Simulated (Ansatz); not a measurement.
# Sb2TeCl6: the cost of one run

Computed, not measured: Ansatz 0.2.0, DFT, PBEsol, no spin polarisation, plane waves, PAW.

### 1 Geometry

The structure is cubic, space group Fm-3m (No. 225). The conventional cell has a = 9.982 Å, b = 9.982 Å, c = 9.982 Å, α = 90.00°, β = 90.00°, γ = 90.00°. Te (site symmetry m-3m) is surrounded by 6 Cl at 2.50 to 2.51 Å. Sb (site symmetry -43m) has 12 Cl at 3.53 Å as nearest neighbours. Cl (site symmetry 4mm) has 1 Te at 2.50 Å and 4 Cl at 3.52 Å and 4 Sb at 3.53 Å as nearest neighbours.

Coordinates:

```
Te Sb Cl
1.0
     0.00000    7.05806    0.00000
     7.05806    0.00000    0.00000
     3.52903    3.52903   -4.99085
Te Sb Cl
1 2 6
Direct
  0.00000 0.00000 0.00000
  0.25000 0.75000 0.50000
  0.75000 0.25000 0.50000
  0.25000 0.25000 0.50000
  0.75000 0.75000 0.50000
  0.25100 0.25100 0.00000
  0.25100 0.74900 0.00000
  0.74900 0.74900 0.00000
  0.74900 0.25100 0.00000
```

The first density is read from a saved solution for the starting cell.

### 2 Relaxing

The input, input.yaml:

```yaml
crystal:
  lattice:
    - [0.0, 7.058064, 0.0]
    - [7.058064, 0.0, 0.0]
    - [3.529032, 3.529032, -4.990848]
  atoms:
    - { symbol: Te, position: [0.0, 0.0, 0.0] }
    - { symbol: Sb, position: [0.25, 0.75, 0.5] }
    - { symbol: Sb, position: [0.75, 0.25, 0.5] }
    - { symbol: Cl, position: [0.25, 0.25, 0.5] }
    - { symbol: Cl, position: [0.75, 0.75, 0.5] }
    - { symbol: Cl, position: [0.251, 0.251, 0.0] }
    - { symbol: Cl, position: [0.251, 0.749, 0.0] }
    - { symbol: Cl, position: [0.749, 0.749, 0.0] }
    - { symbol: Cl, position: [0.749, 0.251, 0.0] }
  symmetry: { tolerance: 0.0003 }
kpoints:
  mp_grid: { grid: [5, 5, 5], shift: [0, 0, 0] }
magnetization:
  spin_polarized: false
scf:
  occupations: { method: methfessel_paxton, width: 0.1369 }
  lower_state_search: "off"
hamiltonian:
  pseudopotentials: { kind: paw }
  xc: pbesol
basis:
  ecutwfc: 420
  fft_grid_basis: typed
relax:
  max_steps: 40
  cell: { p_target: 20.0 }
  f_tol: 0.03
output:
  forces: true
  stress: true
  eigenvalues: true
  bader: true
  populations: true
  elf: true
  write_potential: true
  volumetric_format: npy
  dos:
    e_range: [-12, 8]
    de: 0.05
    projected: { site_lists: { Cl: [Cl], Sb: [Sb], Te: [Te] } }
  write_density: true
checkpoint:
  read: saved_state
```

Launch:

```bash
$ ansatz run input.yaml --threads 2 --pin off --max-ram 3584MiB --backend cpu --events-out ev --progress --plain --runs-dir out
```

Q: Estimate wall time and peak memory on 2 threads of Arm Neoverse V1, shared host.

About 95 s, with a peak of 0.66 GiB.
